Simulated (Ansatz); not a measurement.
# AlGe (quartet): the correlation ladder at distance Ge1–Al2 = 5.519 Å, cc-pVDZ

An exercise on one series of results from a longer session: the logs are not shown, and one member is left open.

Method: cc-pVDZ, core rule «outside noble gas», up to 19 orbitals frozen; program: Ansatz 0.2.0, Gaussian basis.

Plan: UHF; CCSD(T) on ROHF; CCSD(T) on UHF; BCCD(T) on ROHF; CISD; CCSDT(Q) on ROHF; CCSDT(Q) on UHF; CASSCF and MRCISD+Q, 5 electrons in 5 orbitals; CASSCF and NEVPT2, 5 electrons in 5 orbitals; CASSCF and MRCISD+Q, 7 electrons in 8 orbitals; CASSCF and NEVPT2, 7 electrons in 8 orbitals; Full CI.

15 further runs of the same task are left out: 13 that didn't finish, 2 set aside as unsound or not needed.

### The geometry

The geometry derives from a PBE0/def2-TZVP stationary point (not a proven minimum). One bond is set to the value named and the two fragments are kept rigid. No spin-orbit coupling is included. The filled d shell of Ge may be among the frozen orbitals whatever the setting's name suggests; the logs give the count.

2 atoms, charge 0, spin multiplicity 4.

Atoms are counted from 1 here; the program's logs count them from 0.

No contacts short enough for the rule that draws bonds.

Coordinates:

```xyz
2
AlGe
Ge    0.0000    0.0000    0.0000
Al    0.0000    0.0000    5.5190
```

The first run:

in.yaml

```yaml
crystal:
  periodic: [false, false, false]
  atoms:
    - {symbol: Ge, position_ang: [0.000000, 0.000000, 0.000000]}
    - {symbol: Al, position_ang: [0.000000, 0.000000, 5.519000]}
basis:
  gaussian: {orbitals: cc-pVDZ}
magnetization: {spin_polarized: true, initial_magnetization: 3}
hamiltonian: {xc: hf}
output: {orbitals: {seedname: orbitals}}
```

Launch:

```bash
> ansatz run in.yaml --threads 1 --pin off --events-out ev --progress --plain --max-ram 2393MiB
```

Steps of the session up to this table: UHF; CCSD(T) on ROHF; CCSD(T) on UHF; BCCD(T) on ROHF; CISD; CCSDT(Q) on ROHF; CCSDT(Q) on UHF; CASSCF and MRCISD+Q, 5 electrons in 5 orbitals; CASSCF and NEVPT2, 5 electrons in 5 orbitals; CASSCF and MRCISD+Q, 7 electrons in 8 orbitals; CASSCF and NEVPT2, 7 electrons in 8 orbitals; Full CI.

One table of the session follows, with a row left open; its other results are not shown here.

It belongs to the step «Misses and costs». 

| method | from FCI (kcal/mol) |
| --- | --- |
| ROHF | +70.65 |
| UHF | +66.45 |
| RMP2 | +22.19 |
| UMP2 | +21.86 |
| CISD | +5.68 |
| RCCSD | +1.83 |
| UCCSD | +1.48 |
| RCCSD(T) | +0.80 |
| UCCSD(T) | +0.57 |
| BCCD(T) | +0.80 |
| RCCSDT | +0.28 |
| UCCSDT | ? |
| RCCSDT(Q) | +0.21 |
| UCCSDT(Q) | +0.03 |
| FCI | 0 |

Q: Estimate the row for UCCSDT from the others.

As computed: from FCI (kcal/mol): +0.10. In the column «from FCI (kcal/mol)» it lies between UCCSDT(Q) (+0.03) and RCCSDT(Q) (+0.21).

Left out of the table: CASSCF pair, NEVPT2 pair, MRCISD pair, MRCISD+Q pair, CASSCF valence, NEVPT2 valence, MRCISD valence, MRCISD+Q valence (the active space lost an orbital or holds another state than full CI finds).

To keep in mind: Levels on UHF freeze UHF's core orbitals, full CI those of ROHF, so the U rows can settle a little off it for that reason alone. Restricted and unrestricted rows rest on different reference determinants; where their highest levels disagree by more than a few hundredths of an eV, they describe different states and don't form one ladder. Warnings in the runs' records: passed over end.
